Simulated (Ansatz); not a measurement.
# CH6AlNOSSi: up Jacob's ladder to CCSD(T)

One table from this session's results is given with a row withheld; the runs are named, their logs left out.

Method: functionals in def2-TZVPP, the program's frozen cores in correlated methods; program: Ansatz 0.2.0, Gaussian basis.

Levels to be run: PBE-D4, r2SCAN-D4, PBE0-D4, B3LYP-D4, ωB97X-V, ωB97M-V, B2PLYP; CCSD(T)/def2-TZVPP; MP2/def2-QZVPP; extrapolation to the limit.

## The relaxed structure

The geometry comes from an earlier relaxation with PBE0-D4 in a triple-zeta def2 set; it is a stationary point, not always the lowest conformer.

12 atoms, charge 0, spin multiplicity 1.

Atoms are counted from 1 here; the program's logs count them from 0.

Bond lengths: N1–C2 1.458 Å, N1–Al6 2.094 Å, N1–H7 1.016 Å, N1–H8 1.021 Å, C2–S3 1.621 Å, C2–O4 1.295 Å, O4–Si5 1.758 Å, Si5–Al6 2.464 Å, Si5–H9 1.491 Å, Si5–H10 1.487 Å, Al6–H11 1.589 Å, Al6–H12 1.593 Å. Angles: C2–N1–Al6 113.4°, C2–N1–H7 107.7°, C2–N1–H8 109.3°, Al6–N1–H7 116.3°, Al6–N1–H8 102.0°, H7–N1–H8 107.7°, N1–C2–S3 120.4°, N1–C2–O4 113.0°, S3–C2–O4 126.6°, C2–O4–Si5 124.6°, O4–Si5–Al6 93.5°, O4–Si5–H9 102.6°, O4–Si5–H10 102.3°, Al6–Si5–H9 121.1°, Al6–Si5–H10 125.1°, H9–Si5–H10 106.1°, N1–Al6–Si5 79.7°, N1–Al6–H11 104.9° and more.

Set-up of the first run:

File in.yaml:

```yaml
crystal:
  periodic: [false, false, false]
  atoms:
    - {symbol: N, position_ang: [0.055793, -1.161196, 0.370174]}
    - {symbol: C, position_ang: [1.317937, -0.451962, 0.545457]}
    - {symbol: S, position_ang: [2.718543, -1.266733, 0.577031]}
    - {symbol: O, position_ang: [1.168256, 0.830455, 0.651157]}
    - {symbol: Si, position_ang: [-0.180817, 1.737179, -0.019557]}
    - {symbol: Al, position_ang: [-1.218838, -0.259092, -1.024526]}
    - {symbol: H, position_ang: [0.271258, -2.142185, 0.215489]}
    - {symbol: H, position_ang: [-0.489742, -1.095198, 1.230538]}
    - {symbol: H, position_ang: [-0.768132, 2.386838, 1.187461]}
    - {symbol: H, position_ang: [0.506614, 2.816870, -0.775848]}
    - {symbol: H, position_ang: [-0.664602, -0.717730, -2.440824]}
    - {symbol: H, position_ang: [-2.639471, -0.732546, -0.482552]}
basis:
  gaussian: {orbitals: def2-TZVPP}
hamiltonian: {xc: pbe, dispersion: d4}
output: {forces: true, orbitals: {seedname: orbitals}}
```

The run is started by

```
> ansatz run in.yaml --threads 2 --pin off --events-out ev --progress --plain --max-ram 32768MiB --backend cuda --devices 0, --max-vram 18GiB
```

Among the steps run: PBE-D4 (GGA); r2SCAN-D4 (meta-GGA); PBE0-D4 (hybrid); B3LYP-D4 (hybrid); ωB97X-V (range-separated); ωB97M-V (range-separated); B2PLYP (double hybrid); CCSD(T) in def2-TZVPP; MP2 in def2-QZVPP.

One of the session's tables, all rows but one given; the rest of the session is left out.

```
            method  atomisation energy (eV)
            PBE-D4                   42.938
         r2SCAN-D4                   42.177
           PBE0-D4                   41.929
          B3LYP-D4                   41.954
           ωB97X-V                   42.330
           ωB97M-V                   42.198
            B2PLYP                   41.339
     HF/def2-TZVPP                   28.647
    MP2/def2-TZVPP                   41.372
   CCSD/def2-TZVPP                        ?
CCSD(T)/def2-TZVPP                   40.625
           MP2/CBS                   42.735
       CCSD(T)/CBS                   41.988
```

Estimate the missing values for CCSD/def2-TZVPP.

The run gave: atomisation energy (eV): 39.764. In the column «atomisation energy (eV)» it lies between HF/def2-TZVPP (28.647) and CCSD(T)/def2-TZVPP (40.625).

Caveats from the session: Free atoms (1 N, 1 C, 1 S, 1 O, 1 Si, 1 Al, 6 H) were run apart at each level; the atomisation energy is their sum less the molecule, without zero-point or spin-orbit terms.
